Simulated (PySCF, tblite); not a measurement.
**C₄H₁₅NOSi₃: geometry, infrared bands and NMR shifts**

Aim: predict the infrared bands and NMR shifts of C₄H₁₅NOSi₃ (`C=C[SiH2]N([SiH3])[Si@@H](C)OC`).

Computed with tblite 0.8.0 and PySCF 2.14.0, with density-fitted response routines of our own, on a single molecule in the gas phase. Atoms count from 0, in the outputs and in this text.

### Step 1. The molecule as given

24 atoms, charge 0, multiplicity 1; geometry from: force field or distance geometry start.

Bonds of the start (Å): C0–C1 1.31, C1–Si2 1.84, Si2–N3 1.80, N3–Si4 1.81, N3–Si5 1.80, Si5–C6 1.85, Si5–O7 1.72, O7–C8 1.38, C0–H9 1.08, C0–H10 1.08, C1–H11 1.12, Si2–H12 1.46, Si2–H13 1.48, Si4–H14 1.45, Si4–H15 1.46, Si4–H16 1.48, Si5–H17 1.47, C6–H18 1.12, C6–H19 1.12, C6–H20 1.11, C8–H21 1.12, C8–H22 1.12, C8–H23 1.11.

### Step 2. Relaxing the molecule with GFN2-xTB

What the job is given:

```
{"job": {"kind": "relax", "xc": "GFN2-xTB", "basis": "xTB"}, "charge": 0, "multiplicity": 1}
C      3.620500     1.312000     0.066300
C      2.940700     0.232100     0.364600
Si     1.584400    -0.352200    -0.730300
N      0.134900    -0.818600     0.228200
Si     0.106900    -2.632000     0.210000
Si    -1.388000    -0.275100    -0.554600
C     -2.780200    -0.131100     0.649300
O     -1.078600     1.178200    -1.415300
C     -1.643100     2.290100    -0.829200
H      3.432600     1.933800    -0.797100
H      4.405000     1.625500     0.732500
H      3.193100    -0.345300     1.287200
H      2.106100    -1.519900    -1.426000
H      1.176800     0.696400    -1.686300
H     -0.711700    -3.192800     1.266000
H     -0.376300    -3.088800    -1.092100
H      1.510000    -3.073900     0.368700
H     -1.753000    -1.328600    -1.515700
H     -2.701500     0.802400     1.262800
H     -2.756700    -0.993000     1.365300
H     -3.741700    -0.206600     0.104500
H     -1.519400     2.272600     0.278800
H     -1.063000     3.181000    -1.188800
H     -2.709400     2.453400    -1.107800
```

Started as:

```sh
$ OMP_NUM_THREADS=1 python probes_run.py task.json out
```

The driver reads the jobs from task.json and runs them one after another.

**Question.** This job is followed by: GFN2-xTB harmonic vibrations, gas phase; GIAO PBE0/pcSseg-1 NMR shielding, non-relativistic, gas phase. What will the session give for the following? strongest single infrared mode (GFN2-xTB); zero-point energy (GFN2-xTB); 13C shifts against TMS (PBE0/pcSseg-1); 1H shifts against TMS (PBE0/pcSseg-1, means over atoms taken as alike); 29Si shifts against TMS (PBE0/pcSseg-1); 15N shifts against NH3 (PBE0/pcSseg-1); 17O shifts against H2O (PBE0/pcSseg-1); surface potential, 1st and 99th percentile.

As calculated:

| quantity | value |
| --- | --- |
| strongest single infrared mode (GFN2-xTB) | 984 cm⁻¹, 632 km/mol |
| zero-point energy (GFN2-xTB) | 109.5 kcal/mol |
| 13C shifts against TMS (PBE0/pcSseg-1) | 149.6, 136.2, 50.8, 0.2 ppm |
| 1H shifts against TMS (PBE0/pcSseg-1, means over atoms taken as alike) | 6.43, 6.29, 5.83, 5.30, 5.18, 4.96, 4.69, 3.73, 0.28 ppm |
| 29Si shifts against TMS (PBE0/pcSseg-1) | -9.1, -35.8, -56.6 ppm |
| 15N shifts against NH3 (PBE0/pcSseg-1) | 13.6 ppm |
| 17O shifts against H2O (PBE0/pcSseg-1) | 26.5 ppm |
| surface potential, 1st and 99th percentile | -0.87 V and 1.02 V |

What this shows: Over 248 steps the energy fell by 1.332 eV; of the close pairs, Si5–O7 changed most, 1.717 to 1.627 Å. No mode is imaginary among the 66: a minimum at this level. The strongest single mode, at 984 cm⁻¹, moves mainly N3. Unscaled tight-binding wavenumbers are off by several per cent, some by more. Its intensities can rank the bands wrongly. The most deshielded carbon is C1 (alkene CH), at 149.6 ppm: an sp2 carbon of a C=C bond. H11 (hydrogen on an alkene CH) lies farthest downfield among hydrogen, at 6.43 ppm; a vinylic proton, deshielded by the sp2 carbon and the C=C anisotropy.
